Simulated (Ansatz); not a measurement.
**Ce (Fm-3m): equation of state**

One table from this session's results is given with a row withheld; the runs are named, their logs left out.

Computed with Ansatz 0.2.0 (DFT r²SCAN, scalar-relativistic, plane waves, PAW, unless a step's input says otherwise).

## The starting structure

The structure is cubic, space group Fm-3m (No. 225). The conventional cell has a = 4.662 Å, b = 4.662 Å, c = 4.662 Å, α = 90.00°, β = 90.00°, γ = 90.00°. Ce (site symmetry m-3m) has 12 Ce at 3.30 Å as nearest neighbours.

As a file:

```
CELL_PARAMETERS angstrom
0.00000 2.33120 2.33120
2.33120 0.00000 2.33120
2.33120 2.33120 0.00000
ATOMIC_POSITIONS crystal
Ce 0.00000 0.00000 0.00000
```

This cell comes from an earlier session at r²SCAN: 25.338 Å³/atom at 0.01 GPa, on a 16×16×16 mesh.

Volume factors to run: 0.980, 1.020, 0.960, 1.040.

Set-up of the first run:

Input file input.yaml:

```yaml
crystal:
  lattice:
    - [0.0, 2.3155537755, 2.3155537755]
    - [2.3155537755, 0.0, 2.3155537755]
    - [2.3155537755, 2.3155537755, 0.0]
  atoms:
    - { symbol: Ce, position: [0.0, 0.0, 0.0] }
basis:
  ecutwfc: 500
  ecutrho_ratio: 4
kpoints:
  mp_grid: { grid: [16, 16, 16] }
hamiltonian:
  xc: r2scan
scf:
  occupations: { method: gaussian, width: 0.05 }
output:
  forces: true
  stress: true
  eigenvalues: true
```

Launch:

```console
ansatz run input.yaml --threads 2 --pin off --max-ram 5120MiB --backend cpu --events-out ev --progress --plain --runs-dir out
```

Among the steps run: At 0.980 of the relaxed volume; Scaling the volume by 1.020; At 0.960 of the relaxed volume; Scaling the volume by 1.040.

One table of the session follows, with a row left open; its other results are not shown here.

It belongs to the step «Energy and pressure against volume». 

```
volume (Å³/atom)  energy (meV/atom)  pressure (GPa)
          24.324               5.83            2.04
          24.831               1.28            0.95
          25.338               0.00            0.01
          25.845                  ?               ?
          26.351               5.35           -1.55
```

**Question.** Estimate the row for volume (Å³/atom) = 25.845.

Worked estimate for «energy (meV/atom)». A straight line through the neighbours (25.338, 0.00) and (26.351, 5.35) gives 0.00 + (5.35 − 0.00) × (25.845 − 25.338) / (26.351 − 25.338) = 2.68; a parabola fitted to 3 rows on both sides gives 1.36.

As computed: energy (meV/atom): 1.47; pressure (GPa): -0.82. In «energy (meV/atom)» the line misses by +1.21 and the parabola by -0.11.
